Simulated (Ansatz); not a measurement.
# Al: the cost of one run

Method: DFT r2SCAN, scalar-relativistic, plane waves, PAW, in Ansatz 0.2.0.

### 1 The system as given

The structure is hexagonal, space group P6_3/mmc (No. 194). The conventional cell has a = 2.812 Å, b = 2.812 Å, c = 4.867 Å, α = 90.00°, β = 90.00°, γ = 120.00°. Al (site symmetry -6m2) is surrounded by 12 Al at 2.81 to 2.93 Å.

Structure file:

```cif
data_structure
_symmetry_space_group_name_H-M 'P 1'
_symmetry_Int_Tables_number 1
_cell_length_a 2.8125
_cell_length_b 2.8125
_cell_length_c 4.8669
_cell_angle_alpha 90.000
_cell_angle_beta 90.000
_cell_angle_gamma 120.000
_cell_volume 33.34
loop_
_atom_site_label
_atom_site_type_symbol
_atom_site_fract_x
_atom_site_fract_y
_atom_site_fract_z
_atom_site_occupancy
Al1 Al 0.66667 0.33333 0.75000 1
Al2 Al 0.33333 0.66667 0.25000 1
```

The structure comes from the Materials Project (structure only).

### 2 Quick check of gap, pressure and forces

File input.yaml:

```yaml
crystal:
  lattice:
    - [2.8124553515, 0.0, 0.0]
    - [-1.4062276757, 2.4356577814, 0.0]
    - [0.0, 0.0, 4.86685]
  atoms:
    - { symbol: Al, position: [0.66666667, 0.33333333, 0.75] }
    - { symbol: Al, position: [0.33333333, 0.66666667, 0.25] }
basis:
  ecutwfc: 500
kpoints:
  mp_grid: { grid: [9, 9, 4] }
hamiltonian:
  xc: r2scan
scf:
  occupations: { method: gaussian, width: 0.1 }
output:
  forces: true
  stress: true
  eigenvalues: true
```

**Question.** How long does this run take on 1 thread of an x86-64 CPU, shared host, and how much memory does it need?

About 1.9 s, with a peak of 0.4 GiB.
